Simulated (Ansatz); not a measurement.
## CH₅Ge, SMILES [CH3][GeH2]: a rigid torsion scan

Program: the Ansatz DFT code, driven from Python.

`torsion_ch5ge.py`
```python
"""Energy of CH5Ge as one group turns about a bond."""

import ansatz as az
from ase import Atoms

params = {
    "basis_set": "def2-SVP",
    "functional": "r2scan0",
    "force_tol": 0.02,
}

atoms = Atoms(["C", "Ge", "H", "H", "H", "H", "H"], positions=[
    [-0.216, -0.8353, -0.1872],
    [0.3877, 0.8088, 0.6859],
    [-1.2193, -1.1402, 0.294],
    [0.5841, -1.5724, -0.1536],
    [-0.4887, -0.5663, -1.2778],
    [-0.6918, 1.9339, 0.6137],
    [1.7052, 1.3036, -0.0207],
])

# start the scan from a relaxed geometry
first = (
    az.Crystal.molecule_from_ase(atoms).calculation()
    .basis(gaussian=params["basis_set"])
    .functional(params["functional"])
    .spin("collinear", total=1)
    .relax(force_tolerance=params["force_tol"], max_steps=80)
)
atoms.positions = first.run(threads=1).report["positions_ang"]

start = atoms.get_dihedral(2, 0, 1, 5)
energies = {}
for turn in range(0, 360, 30):
    turned = atoms.copy()
    turned.set_dihedral(2, 0, 1, 5, start + turn, indices=[1, 5, 6])
    calc = (
        az.Crystal.molecule_from_ase(turned).calculation()
        .basis(gaussian=params["basis_set"])
        .functional(params["functional"])
        .spin("collinear", total=1)
    )
    energies[round((start + turn) % 360)] = calc.run(threads=1).report["free_energy_ev"]
floor = min(energies.values())
print("dihedral H2-C0-Ge1-H5 (deg)   E - E(min) (eV)")
for angle, e in sorted(energies.items()):
    print(f"{angle:8d} {(e - floor):14.3f}  " + "#" * int(30 * (e - floor) / max(max(energies.values()) - floor, 1e-9)))
```

Running `python torsion_ch5ge.py` prints:
```text
dihedral H2-C0-Ge1-H5 (deg)   E - E(min) (eV)
       1          0.039  #############################
      31          0.020  ###############
      61          0.000
      91          0.020  ##############
     121          0.040  ##############################
     151          0.021  ###############
     181          0.001
     211          0.019  ##############
     241          0.039  #############################
     271          0.020  ###############
     301          0.000
     331          0.019  ##############
```

The scan is rigid and the energies are electronic, in a modest basis. With rigid groups the curve can differ much from the relaxed path, the start wasn't checked as a minimum of this torsion, and equivalent turns needn't return to the same energy. The run takes the species as open-shell (spin multiplicity 2), which needn't be its ground state. Run time: 97 s on 1 thread of Arm Neoverse V1, with other jobs on the host, peak memory 0.29 GiB.
